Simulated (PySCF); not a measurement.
# CH7BrGe2: NMR shifts, electronic excitations and K edges in gas and solvents

Aim: compute the NMR shifts, electronic excitations and K edges of CH7BrGe2 (`[CH3][Ge@@H]([GeH3])[Br]`), and see what a dielectric continuum does where one was used.

Computed with PySCF 2.14.0, with density-fitted response routines of our own, on a single molecule, in the gas phase or a continuum. Atoms count from 0, in the outputs and in this text.

**1. The molecule as given**

11 atoms, charge 0, multiplicity 1; geometry from: GFN2-xTB.

Bonds of the start (Å): C0–Ge1 1.98, Ge1–Ge2 2.41, Ge1–Br3 2.30, C0–H4 1.09, C0–H5 1.09, C0–H6 1.09, Ge1–H7 1.54, Ge2–H8 1.50, Ge2–H9 1.50, Ge2–H10 1.50.

**2. Geometry optimisation at PBE0-D3(BJ)/def2-SVP**

The job: settings as JSON, then the geometry in Å.

```
{"job": {"xc": "PBE0", "basis": "def2-SVP", "d3": "d3bj", "grid": 1, "kind": "geom"}, "charge": 0, "multiplicity": 1}
C     -1.629171    -0.907411     0.153917
Ge    -0.425181     0.664947     0.022584
Ge     1.944164     0.200491     0.031813
Br    -0.985295     1.722561    -1.946988
H     -1.467825    -1.430341     1.092886
H     -1.435237    -1.600719    -0.662907
H     -2.671483    -0.600466     0.101599
H     -0.829693     1.710918     1.071453
H      2.373547    -0.466977     1.302446
H      2.344649    -0.719993    -1.081214
H      2.786950     1.429659    -0.111553
```

Launch:

```console
$ OMP_NUM_THREADS=1 python probes_run.py task.json out
```

The driver reads the jobs from task.json and runs them one after another.

The log of the run:

```text
step   0  E = -6768.80145010  max force = 0.015177
step   1  E = -6768.80534292  max force = 0.004663
step   2  E = -6768.80563145  max force = 0.001061
step   3  E = -6768.80564099  max force = 0.000373
optimisation converged
```

Wall time 2 min (1 thread, shared host).

Step by step:

```
step  energy from step 0 (eV)  largest force component (eV/Å)
   0                   0.0000                          0.7804
   1                  -0.1059                          0.2398
   2                  -0.1138                          0.0546
   3                  -0.1140                          0.0192
```

Close pairs (by a distance rule), those that changed most:

| bond | before (Å) | after (Å) | change (Å) |
| --- | --- | --- | --- |
| Ge2–H8 | 1.498 | 1.541 | +0.043 |
| Ge2–H9 | 1.499 | 1.538 | +0.039 |
| Ge2–H10 | 1.497 | 1.536 | +0.039 |
| C0–Ge1 | 1.985 | 1.948 | -0.037 |
| Ge1–Br3 | 2.305 | 2.330 | +0.025 |
| C0–H4 | 1.087 | 1.100 | +0.014 |
| C0–H6 | 1.088 | 1.099 | +0.011 |
| C0–H5 | 1.089 | 1.099 | +0.010 |

The final coordinates are the input of the step that follows.

```csv
at the end point,value
point group (found at 0.08 Å tolerance),C1
"rotational constants (GHz, main isotopes)","2.311, 0.846, 0.667"
dipole moment (D),2.37
```

**3. Nuclear shieldings: PBE0/pcSseg-1 in chloroform**

The job: settings as JSON, then the geometry in Å.

```
{"job": {"kind": "nmr", "xc": "PBE0", "basis": "pcSseg-1", "solvent": "chloroform", "pop": true}, "charge": 0, "multiplicity": 1}
C     -1.585084    -0.910574    -0.011261
Ge    -0.463884     0.679031     0.088313
Ge     1.908319     0.190559     0.153116
Br    -0.806451     1.871327    -1.883757
H     -1.469466    -1.507565     0.905974
H     -1.291705    -1.520174    -0.876955
H     -2.639425    -0.619485    -0.119108
H     -0.925335     1.623365     1.215287
H      2.279677    -0.499520     1.479665
H      2.247190    -0.755310    -1.011033
H      2.720885     1.486300     0.012949
```

With the program's defaults for keys left out, this is: GIAO PBE0/pcSseg-1 NMR shielding, non-relativistic, IEF-PCM chloroform.

The log of the run:

```text
coarse grid: 44648 points
cycle   1  E = -6768.8400553535  dE = -2.515e+00  |g| = 1.370e+00  |ddm| = 3.185e+00
cycle   2  E = -6768.8048817353  dE =  3.517e-02  |g| = 1.235e+00  |ddm| = 1.189e+00
cycle   3  E = -6768.9389339544  dE = -1.341e-01  |g| = 1.945e-01  |ddm| = 8.098e-01
cycle   4  E = -6768.9433951628  dE = -4.461e-03  |g| = 3.779e-02  |ddm| = 1.434e-01
cycle   5  E = -6768.9435398877  dE = -1.447e-04  |g| = 6.848e-03  |ddm| = 2.718e-02
cycle   6  E = -6768.9435472685  dE = -7.381e-06  |g| = 1.469e-03  |ddm| = 6.356e-03
final grid: 87968 points
cycle   7  E = -6768.9435215924  dE = -7.449e-10  |g| = 1.699e-03  |ddm| = 2.224e-03
cycle   8  E = -6768.9435214760  dE =  1.164e-07  |g| = 2.028e-03  |ddm| = 2.013e-03
cycle   9  E = -6768.9435218509  dE = -3.749e-07  |g| = 7.244e-05  |ddm| = 1.120e-03
cycle  10  E = -6768.9435218516  dE = -6.376e-10  |g| = 9.498e-06  |ddm| = 5.209e-05
converged SCF energy = -6768.9435218516

GIAO shielding tensors (ppm)
atom      isotropic    diamagn.    paramagn.     s11        s22        s33       span
  0 C      178.584     252.425     -73.841    162.987    180.177    192.589     29.602
  1 Ge    1312.490    2755.458   -1442.968   1155.105   1325.623   1456.744    301.639
  2 Ge    1635.267    2755.855   -1120.588   1611.422   1622.107   1672.273     60.851
  3 Br    2763.352    3124.712    -361.360   2608.365   2782.314   2899.377    291.013
  4 H       30.541      29.755       0.786     24.899     27.197     39.527     14.628
  5 H       30.234      30.074       0.160     25.617     28.187     36.898     11.282
  6 H       30.045      28.225       1.820     24.573     27.449     38.115     13.542
  7 H       25.639      28.006      -2.366     18.733     21.018     37.167     18.434
  8 H       27.460      28.036      -0.576     20.696     22.107     39.576     18.880
  9 H       27.533      28.145      -0.613     21.069     23.232     38.297     17.227
 10 H       27.483      27.762      -0.280     20.642     23.046     38.760     18.117
```

Wall time 64 s (1 thread, shared host).

Shifts follow as δ = σ(reference) − σ, with reference shieldings (ppm) from runs at the same level and on the same kind of geometry: ¹H TMS 31.25, ¹³C TMS 185.2, ⁷³Ge GeMe4 1330. The references are single molecules in the same continuum. Atoms listed in one row are averaged.

```
      atoms                                  environment  σ (ppm)  δ (ppm)
         C0                   methyl carbon bonded to Ge    178.6      6.6
         H7  hydrogen on a germanium bonded to C, Br, Ge    25.64     5.61
H8, H9, H10         hydrogen on a germanium bonded to Ge    27.49     3.76
 H4, H5, H6     hydrogen on a methyl carbon bonded to Ge    30.27     0.97
        Ge1             germanium bonded to C, Br, Ge, H     1312       17
        Ge2                  germanium bonded to Ge, 3 H     1635     -306
        Br3                         bromine bonded to Ge     2763        –
```

The run also stored atomic charges by several schemes (e):

```csv
atoms,Mulliken,IAO,Hirshfeld,ESP fit
C0,-0.55,-0.67,-0.20,-0.44
Ge1,0.39,0.54,0.29,0.32
Ge2,0.01,0.20,0.21,0.05
Br3,-0.41,-0.31,-0.20,-0.25
```

Mayer bond orders: C0–Ge1 1.03, Ge1–Ge2 0.91, Ge1–Br3 0.84.

**4. Shielding tensors: PBE0/pcSseg-1 in water**

The job, as its differences from that of step 3:

```diff
@@ -1,2 +1,2 @@
-{"job": {"kind": "nmr", "xc": "PBE0", "basis": "pcSseg-1", "solvent": "chloroform", "pop": true}, "charge": 0, "multiplicity": 1}
+{"job": {"kind": "nmr", "xc": "PBE0", "basis": "pcSseg-1", "solvent": "water", "pop": false}, "charge": 0, "multiplicity": 1}
 C     -1.585084    -0.910574    -0.011261
```

Level: GIAO PBE0/pcSseg-1 NMR shielding, non-relativistic, IEF-PCM water.

The log of the run:

```text
coarse grid: 44648 points
cycle   1  E = -6768.8418834825  dE = -2.516e+00  |g| = 1.370e+00  |ddm| = 3.185e+00
cycle   2  E = -6768.8086127147  dE =  3.327e-02  |g| = 1.231e+00  |ddm| = 1.182e+00
cycle   3  E = -6768.9404687883  dE = -1.319e-01  |g| = 1.905e-01  |ddm| = 7.988e-01
cycle   4  E = -6768.9446220169  dE = -4.153e-03  |g| = 3.582e-02  |ddm| = 1.360e-01
cycle   5  E = -6768.9447472954  dE = -1.253e-04  |g| = 6.604e-03  |ddm| = 2.448e-02
cycle   6  E = -6768.9447545082  dE = -7.213e-06  |g| = 1.392e-03  |ddm| = 6.007e-03
final grid: 87968 points
cycle   7  E = -6768.9447284637  dE =  1.149e-08  |g| = 1.602e-03  |ddm| = 2.218e-03
cycle   8  E = -6768.9447283306  dE =  1.330e-07  |g| = 1.905e-03  |ddm| = 2.001e-03
cycle   9  E = -6768.9447287403  dE = -4.097e-07  |g| = 6.820e-05  |ddm| = 1.121e-03
cycle  10  E = -6768.9447287409  dE = -5.602e-10  |g| = 1.024e-05  |ddm| = 4.813e-05
converged SCF energy = -6768.9447287409

GIAO shielding tensors (ppm)
atom      isotropic    diamagn.    paramagn.     s11        s22        s33       span
  0 C      178.597     252.486     -73.889    162.609    180.384    192.797     30.188
  1 Ge    1309.432    2755.465   -1446.033   1149.617   1324.867   1453.811    304.195
  2 Ge    1634.201    2755.827   -1121.627   1610.542   1619.959   1672.101     61.560
  3 Br    2775.599    3124.902    -349.303   2626.335   2793.659   2906.804    280.470
  4 H       30.433      29.652       0.781     24.764     27.071     39.465     14.701
  5 H       30.204      30.050       0.154     25.567     28.157     36.888     11.321
  6 H       30.033      28.189       1.843     24.552     27.433     38.113     13.562
  7 H       25.612      27.976      -2.364     18.706     21.000     37.129     18.423
  8 H       27.416      27.982      -0.566     20.656     22.054     39.537     18.882
  9 H       27.532      28.148      -0.617     21.066     23.239     38.291     17.225
 10 H       27.509      27.793      -0.283     20.674     23.081     38.773     18.100
```

It took 58 s on 1 thread, shared host.

Key values: σ C0 178.6, Ge1 1309, Ge2 1634, Br3 2776, H7 25.61, H8 27.49 ppm (means over like atoms).

**5. Excited states and response: CAM-B3LYP/def2-SVPD**

The job, as its differences from that of step 4:

```diff
@@ -1,2 +1,2 @@
-{"job": {"kind": "nmr", "xc": "PBE0", "basis": "pcSseg-1", "solvent": "water", "pop": false}, "charge": 0, "multiplicity": 1}
+{"job": {"kind": "uv", "xc": "CAM-B3LYP", "basis": "def2-SVPD", "dynamic": true, "nstates": 6, "ntriplets": 0}, "charge": 0, "multiplicity": 1}
 C     -1.585084    -0.910574    -0.011261
```

Level: TDDFT CAM-B3LYP/def2-SVPD, vertical, gas phase, core orbitals frozen in the response.

The log of the run:

```text
coarse grid: 44648 points
cycle   1  E = -6769.9536349416  dE = -2.258e+00  |g| = 5.998e-01  |ddm| = 3.677e+00
cycle   2  E = -6769.9576278090  dE = -3.993e-03  |g| = 6.177e-01  |ddm| = 1.190e+00
cycle   3  E = -6770.0085222119  dE = -5.089e-02  |g| = 3.701e-02  |ddm| = 6.079e-01
cycle   4  E = -6770.0086877114  dE = -1.655e-04  |g| = 1.094e-02  |ddm| = 5.478e-02
cycle   5  E = -6770.0087088013  dE = -2.109e-05  |g| = 4.562e-03  |ddm| = 2.481e-02
cycle   6  E = -6770.0087115516  dE = -2.750e-06  |g| = 5.138e-04  |ddm| = 5.167e-03
final grid: 87968 points
cycle   7  E = -6770.0086118467  dE = -1.211e-07  |g| = 4.395e-04  |ddm| = 2.570e-03
cycle   8  E = -6770.0086118531  dE = -6.356e-09  |g| = 4.620e-04  |ddm| = 9.017e-04
cycle   9  E = -6770.0086118802  dE = -2.706e-08  |g| = 2.974e-05  |ddm| = 4.447e-04
cycle  10  E = -6770.0086118805  dE = -3.402e-10  |g| = 1.167e-05  |ddm| = 5.915e-05
converged SCF energy = -6770.0086118805

Static polarisability (au): isotropic 100.914, principal 85.774 101.545 115.423

Singlet excitations
state   eV       nm        f      main configurations
  1   5.8689    211.3   0.05274   H->L 0.90
  2   6.1468    201.7   0.01226   H-1->L 0.93
  3   6.9647    178.0   0.01785   H->L+2 0.82
  4   7.0325    176.3   0.14315   H->L+1 0.54, H-2->L 0.25
  5   7.2462    171.1   0.03164   H->L+3 0.79, H-2->L 0.10
  6   7.2736    170.5   0.21162   H-2->L 0.48, H->L+1 0.30
```

It took 94 s on 1 thread, shared host.

The orbitals next to the gap, with their largest atomic shares:

```csv
orbital,eV,atoms
HOMO−3,-10.79,"Br3 36 %, Ge1 14 %, C0 14 %"
HOMO−2,-10.25,"Br3 48 %, Ge1 19 %, Ge2 16 %"
HOMO−1,-9.34,"Br3 79 %, Ge1 10 %, C0 6 %"
HOMO,-8.92,"Br3 49 %, Ge2 18 %, Ge1 17 %"
LUMO,0.24,"Br3 35 %, Ge1 26 %, Ge2 15 %"
LUMO+1,0.69,"Ge2 42 %, H10 11 %, Ge1 11 %"
LUMO+2,0.87,"Ge1 30 %, Ge2 16 %, Br3 14 %"
```

With each of the 6 states as a Gaussian band of 0.4 eV half-width at 1/e, the curve within the window shown has maxima at 210 nm (ε 2,500), 173 nm (ε 15,000) L/(mol cm). Beyond the last state computed it falls off for lack of states. The curve at chosen wavelengths:

(nm, ε (L/mol/cm)): (164, 6539), (167, 10527), (170, 13749), (173, 14959), (175, 14460), (178, 12173), (181, 8990), (184, 5925), (187, 3584), (190, 2132), (192, 1607), (195, 1322), (198, 1437), (201, 1752), (204, 2103), (207, 2366), (209, 2453), (212, 2428), (215, 2229), (218, 1907), (221, 1525), (224, 1147), (226, 918), (229, 628), (232, 409), (235, 254)

Ground-state properties from the same run:

```
           property  computed
  dipole moment (D)      2.50
polarisability (Å³)     14.95
 HOMO–LUMO gap (eV)      9.16
      −ε(HOMO) (eV)      8.92
C6 with itself (au)      3345
```

**6. TDDFT and polarisability: CAM-B3LYP/def2-SVPD in chloroform**

The job, as its differences from that of step 5:

```diff
@@ -1,2 +1,2 @@
-{"job": {"kind": "uv", "xc": "CAM-B3LYP", "basis": "def2-SVPD", "dynamic": true, "nstates": 6, "ntriplets": 0}, "charge": 0, "multiplicity": 1}
+{"job": {"kind": "uv", "xc": "CAM-B3LYP", "basis": "def2-SVPD", "solvent": "chloroform", "nstates": 6, "ntriplets": 0}, "charge": 0, "multiplicity": 1}
 C     -1.585084    -0.910574    -0.011261
```

With the program's defaults for keys left out, this is: TDDFT CAM-B3LYP/def2-SVPD, vertical, IEF-PCM chloroform (non-equilibrium linear response), core orbitals frozen in the response.

The log of the run:

```text
coarse grid: 44648 points
cycle   1  E = -6769.9596680944  dE = -2.263e+00  |g| = 5.943e-01  |ddm| = 3.676e+00
cycle   2  E = -6769.9666289850  dE = -6.961e-03  |g| = 6.016e-01  |ddm| = 1.149e+00
cycle   3  E = -6770.0115765105  dE = -4.495e-02  |g| = 3.240e-02  |ddm| = 5.727e-01
cycle   4  E = -6770.0117275387  dE = -1.510e-04  |g| = 9.010e-03  |ddm| = 5.528e-02
cycle   5  E = -6770.0117470511  dE = -1.951e-05  |g| = 3.676e-03  |ddm| = 2.385e-02
cycle   6  E = -6770.0117485641  dE = -1.513e-06  |g| = 5.611e-04  |ddm| = 3.980e-03
final grid: 87968 points
cycle   7  E = -6770.0116481951  dE = -1.116e-07  |g| = 5.439e-04  |ddm| = 2.636e-03
cycle   8  E = -6770.0116482006  dE = -5.514e-09  |g| = 5.838e-04  |ddm| = 1.093e-03
cycle   9  E = -6770.0116482379  dE = -3.729e-08  |g| = 2.548e-05  |ddm| = 5.349e-04
cycle  10  E = -6770.0116482383  dE = -3.538e-10  |g| = 1.112e-05  |ddm| = 7.013e-05
converged SCF energy = -6770.0116482383

Static polarisability (au): isotropic 128.616, principal 111.540 129.050 145.258

Singlet excitations
state   eV       nm        f      main configurations
  1   5.9240    209.3   0.09524   H->L 0.91
  2   6.2814    197.4   0.02036   H-1->L 0.94
  3   7.0062    177.0   0.11086   H->L+2 0.89
  4   7.1001    174.6   0.22281   H->L+1 0.62, H-2->L 0.27
  5   7.2563    170.9   0.29240   H-2->L 0.61, H->L+1 0.25
  6   7.3202    169.4   0.02515   H->L+3 0.86
```

Run time: 76 s. Hardware: 1 thread, shared host.

Key values: HOMO -8.88 eV, LUMO 0.32 eV; lowest singlet 5.92 eV.

**7. Excited states and response: CAM-B3LYP/def2-SVPD in water**

The job, as its differences from that of step 6:

```diff
@@ -1,2 +1,2 @@
-{"job": {"kind": "uv", "xc": "CAM-B3LYP", "basis": "def2-SVPD", "solvent": "chloroform", "nstates": 6, "ntriplets": 0}, "charge": 0, "multiplicity": 1}
+{"job": {"kind": "uv", "xc": "CAM-B3LYP", "basis": "def2-SVPD", "solvent": "water", "nstates": 6, "ntriplets": 0}, "charge": 0, "multiplicity": 1}
 C     -1.585084    -0.910574    -0.011261
```

Method: TDDFT CAM-B3LYP/def2-SVPD, vertical, IEF-PCM water (non-equilibrium linear response), core orbitals frozen in the response.

The log of the run:

```text
coarse grid: 44648 points
cycle   1  E = -6769.9618151232  dE = -2.265e+00  |g| = 5.926e-01  |ddm| = 3.676e+00
cycle   2  E = -6769.9694883044  dE = -7.673e-03  |g| = 5.970e-01  |ddm| = 1.141e+00
cycle   3  E = -6770.0128600426  dE = -4.337e-02  |g| = 3.138e-02  |ddm| = 5.636e-01
cycle   4  E = -6770.0130127579  dE = -1.527e-04  |g| = 8.612e-03  |ddm| = 5.670e-02
cycle   5  E = -6770.0130324705  dE = -1.971e-05  |g| = 3.386e-03  |ddm| = 2.425e-02
cycle   6  E = -6770.0130337700  dE = -1.300e-06  |g| = 5.858e-04  |ddm| = 3.734e-03
final grid: 87968 points
cycle   7  E = -6770.0129331119  dE = -1.105e-07  |g| = 5.770e-04  |ddm| = 2.646e-03
cycle   8  E = -6770.0129331174  dE = -5.501e-09  |g| = 6.160e-04  |ddm| = 1.133e-03
cycle   9  E = -6770.0129331572  dE = -3.986e-08  |g| = 2.461e-05  |ddm| = 5.476e-04
cycle  10  E = -6770.0129331576  dE = -3.738e-10  |g| = 1.106e-05  |ddm| = 7.471e-05
converged SCF energy = -6770.0129331576

Static polarisability (au): isotropic 143.777, principal 127.687 143.883 159.761

Singlet excitations
state   eV       nm        f      main configurations
  1   5.9571    208.1   0.09412   H->L 0.90
  2   6.3437    195.4   0.02078   H-1->L 0.93
  3   7.0399    176.1   0.09624   H->L+2 0.88
  4   7.1500    173.4   0.20906   H->L+1 0.58, H-2->L 0.31
  5   7.2851    170.2   0.27774   H-2->L 0.56, H->L+1 0.30
  6   7.3571    168.5   0.03132   H->L+3 0.86
```

It took 75 s on 1 thread, shared host.

This run: HOMO -8.88 eV, LUMO 0.33 eV; lowest singlet 5.96 eV.

**8. Core excitations: BHandHLYP/def2-SVPD+aug-pcX-1+pcseg-1**

The job, as its differences from that of step 7:

```diff
@@ -1,2 +1,2 @@
-{"job": {"kind": "uv", "xc": "CAM-B3LYP", "basis": "def2-SVPD", "solvent": "water", "nstates": 6, "ntriplets": 0}, "charge": 0, "multiplicity": 1}
+{"job": {"kind": "xas", "xc": "BHandHLYP", "basis": {"default": "aug-pcX-1", "H": "pcseg-1", "Br": "def2-SVPD", "Ge": "def2-SVPD"}}, "charge": 0, "multiplicity": 1}
 C     -1.585084    -0.910574    -0.011261
```

Method: core-valence-separated TDA BHandHLYP/aug-pcX-1 H:pcseg-1 Br:def2-SVPD Ge:def2-SVPD, K edges, non-relativistic, gas phase.

The log of the run:

```text
coarse grid: 44648 points
cycle   1  E = -6769.5739203578  dE = -2.273e+00  |g| = 4.598e-01  |ddm| = 3.263e+00
cycle   2  E = -6769.5842615017  dE = -1.034e-02  |g| = 4.397e-01  |ddm| = 8.826e-01
cycle   3  E = -6769.6154018615  dE = -3.114e-02  |g| = 3.058e-02  |ddm| = 4.474e-01
cycle   4  E = -6769.6155526713  dE = -1.508e-04  |g| = 1.176e-02  |ddm| = 4.546e-02
cycle   5  E = -6769.6155724252  dE = -1.975e-05  |g| = 3.635e-03  |ddm| = 1.610e-02
cycle   6  E = -6769.6155743849  dE = -1.960e-06  |g| = 3.937e-04  |ddm| = 3.685e-03
final grid: 87968 points
cycle   7  E = -6769.6155189042  dE = -6.893e-08  |g| = 2.987e-04  |ddm| = 1.667e-03
cycle   8  E = -6769.6155189087  dE = -4.518e-09  |g| = 2.853e-04  |ddm| = 5.584e-04
cycle   9  E = -6769.6155189229  dE = -1.420e-08  |g| = 1.935e-05  |ddm| = 2.754e-04
cycle  10  E = -6769.6155189230  dE = -1.010e-10  |g| = 6.777e-06  |ddm| = 3.281e-05
converged SCF energy = -6769.6155189230

C K edge
   eV          f      from atoms
  285.218   0.02373   C0
  285.383   0.00679   C0
  285.939   0.01600   C0
  286.370   0.03066   C0
  286.446   0.03326   C0
  286.913   0.00680   C0
  287.041   0.00002   C0
  287.548   0.00208   C0
```

Wall time 29 s (1 thread, shared host).

**9. Side by side: NMR shifts**

Shifts (ppm), means over like atoms, with basis size and wall time:

```csv
run,C0,H7,H8,H4,Ge1,Ge2,functions,time
PBE0/pcSseg-1 in chloroform,6.6,5.61,3.76,0.97,17,-306,175,64 s
PBE0/pcSseg-1 in water,6.9,5.63,3.75,1.02,20,-305,175,58 s
```

The continuum's effect on the ground state:

```csv
solvent,ε,polarisation energy (Eh),μ (D)
chloroform,4.71,-0.0033,3.05
water,78.36,-0.0050,3.36
```

**10. Side by side: electronic excitations**

Excitations and ground-state properties, with basis size and wall time:

```csv
run,lowest singlet (eV),brightest (eV),f,gap (eV),α (Å³),μ (D),functions,time
CAM-B3LYP/def2-SVPD,5.87,7.27,0.212,9.16,14.95,2.50,193,94 s
CAM-B3LYP/def2-SVPD in chloroform,5.92,7.26,0.292,9.20,19.06,3.22,193,76 s
CAM-B3LYP/def2-SVPD in water,5.96,7.29,0.278,9.21,21.31,3.56,193,75 s
```

The continuum's effect on the ground state:

```
   solvent      ε  polarisation energy (Eh)  μ (D)
chloroform   4.71                   -0.0035   3.22
     water  78.36                   -0.0053   3.56
```

**11. Results**

| quantity | value |
| --- | --- |
| point group | C1 |
| rotational constants (main isotopes) | 2.31, 0.85, 0.67 GHz |
| ¹³C shifts against TMS (PBE0/pcSseg-1, chloroform) | 6.6 ppm |
| ¹H shifts against TMS (PBE0/pcSseg-1, chloroform, means over atoms taken as alike) | 5.61, 3.76, 0.97 ppm |
| ⁷³Ge shifts against GeMe4 (PBE0/pcSseg-1, chloroform) | 17, -306 ppm |
| shieldings of Br (PBE0/pcSseg-1, chloroform) | Br3 2763.4 ppm |
| lowest singlet (CAM-B3LYP/def2-SVPD) | 5.87 eV (211 nm), f = 0.053 |
| brightest single state of those computed | state 6, 7.27 eV, f = 0.212 |
| C K edge | first line 285.22 eV, strongest 286.45 eV (f = 0.033) |
| range of the shift of Ge1 | 17 to 20 ppm |
| range of the lowest singlet | 5.87 to 5.96 eV |

In words: Relaxing lowered the energy by 0.114 eV in 3 steps; the close pair that moved most is Ge2–H8, from 1.498 to 1.541 Å. The lowest singlet, at 5.87 eV, is HOMO→LUMO 0.90 and is bright; of the 6 states computed, the strongest absorption comes from states 5 to 6 together at 7.27 eV (the last computed, so partners may be missing). At the C edge the strongest single line lifts a 1s electron of C0 into several orbitals, led by LUMO+5 (weight 0.40), 1.2 eV above the first line. Absolute edge energies from this method are off by several eV; spacings are better. Among the atoms with a shift in every run: Across the 2 runs the shift of Ge1 moves most, between 17 (PBE0/pcSseg-1 in chloroform) and 20 ppm (PBE0/pcSseg-1 in water). The continuum holds electrostatics alone: no hydrogen bonds to the solvent, and the gas-phase geometry is kept. The lowest singlet runs from 5.87 eV (CAM-B3LYP/def2-SVPD) to 5.96 eV (CAM-B3LYP/def2-SVPD in water), while the orbital gap spans 9.16 to 9.21 eV. The lowest state need not be the same one in every run. Spin-orbit coupling is left out, which matters for shieldings and couplings at and beside the heavy atoms.
